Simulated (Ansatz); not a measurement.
**C2H5In: up Jacob's ladder to CCSD(T)**

An exercise on one series of results from a longer session: the logs are not shown, and one member is left open.

Method: functionals in def2-TZVPP, the program's frozen cores in correlated methods; program: Ansatz 0.2.0, Gaussian basis.

Levels to be run: LDA (SPW92), PBE-D4, revPBE-D4, BLYP-D4, r2SCAN-D4, B97M-V, PBE0-D4, B3LYP-D4, r2SCANh-D4, r2SCAN0-D4, HSE06-D4, BHLYP-D4, CAM-B3LYP-D4, LC-ωPBE, ωB97X-V, ωB97M-V, B2PLYP, PBE-QIDH; CCSD(T)/def2-SVP; CCSD(T)/def2-TZVPP; MP2/def2-QZVPP; extrapolation to the limit; RPA on PBE.

## The relaxed structure

The geometry comes from an earlier relaxation with PBE0-D4 in a triple-zeta def2 set; it is a stationary point, not always the lowest conformer. In takes the def2 core potential; no spin-orbit term is included.

8 atoms, charge 0, spin multiplicity 1.

Atoms are counted from 1 here; the program's logs count them from 0.

Bond lengths: C1–C2 1.339 Å, C1–H4 1.085 Å, C1–H5 1.085 Å, C2–H6 1.084 Å, C2–H7 1.084 Å, In3–H8 1.852 Å. Angles: C2–C1–H4 121.8°, C2–C1–H5 121.8°, H4–C1–H5 116.3°, C1–C2–H6 121.9°, C1–C2–H7 121.9°, H6–C2–H7 116.1°.

The first run:

Input file in.yaml:

```yaml
crystal:
  periodic: [false, false, false]
  atoms:
    - {symbol: C, position_ang: [-0.752265, 0.295886, -0.658552]}
    - {symbol: C, position_ang: [0.435302, 0.696687, -0.187520]}
    - {symbol: In, position_ang: [-0.282190, -1.943454, 1.018755]}
    - {symbol: H, position_ang: [-1.683333, 0.593231, -0.187910]}
    - {symbol: H, position_ang: [-0.839699, -0.271589, -1.578952]}
    - {symbol: H, position_ang: [0.521888, 1.307539, 0.703179]}
    - {symbol: H, position_ang: [1.363964, 0.444252, -0.685356]}
    - {symbol: H, position_ang: [1.328432, -1.179551, 1.520656]}
basis:
  gaussian: {orbitals: def2-TZVPP}
hamiltonian: {xc: lda}
output: {orbitals: {seedname: orbitals}}
```

Launch:

```console
$ ansatz run in.yaml --threads 2 --pin off --events-out ev --progress --plain --max-ram 4352MiB
```

Among the steps run: LDA; PBE-D4 (GGA); revPBE-D4 (GGA); BLYP-D4 (GGA); r2SCAN-D4 (meta-GGA); B97M-V (meta-GGA); PBE0-D4 (hybrid); B3LYP-D4 (hybrid); r2SCANh-D4 (hybrid); r2SCAN0-D4 (hybrid); HSE06-D4 (hybrid); BHLYP-D4 (hybrid); CAM-B3LYP-D4 (range-separated); LC-ωPBE (range-separated); ωB97X-V (range-separated); ωB97M-V (range-separated); B2PLYP (double hybrid); PBE-QIDH (double hybrid).

One table of the session follows, with a row left open; its other results are not shown here.

It belongs to the step «Frontier levels by functional». 

| functional | HOMO (eV) | LUMO (eV) | gap (eV) |
| --- | --- | --- | --- |
| LDA (SPW92) | -4.89 | -2.44 | 2.44 |
| PBE-D4 | -4.71 | -2.19 | 2.52 |
| revPBE-D4 | -4.64 | -2.08 | 2.56 |
| BLYP-D4 | -4.60 | -2.14 | 2.46 |
| r2SCAN-D4 | -4.89 | -1.98 | 2.91 |
| B97M-V | -4.77 | -2.18 | 2.59 |
| PBE0-D4 | -5.53 | -1.49 | 4.04 |
| B3LYP-D4 | -5.42 | -1.73 | 3.69 |
| r2SCANh-D4 | -5.20 | -1.73 | 3.47 |
| r2SCAN0-D4 | -5.67 | -1.38 | 4.29 |
| HSE06-D4 | -5.15 | -1.84 | 3.31 |
| BHLYP-D4 | -6.28 | -0.85 | 5.42 |
| CAM-B3LYP-D4 | -6.70 | -0.69 | 6.01 |
| LC-ωPBE | -7.79 | 0.32 | 8.11 |
| ωB97X-V | -7.54 | 0.21 | 7.76 |
| ωB97M-V | ? | ? | ? |

Estimate the missing values for ωB97M-V.

As computed: HOMO (eV): -7.48; LUMO (eV): -0.05; gap (eV): 7.43. In the column «HOMO (eV)» it lies between ωB97X-V (-7.54) and CAM-B3LYP-D4 (-6.70).
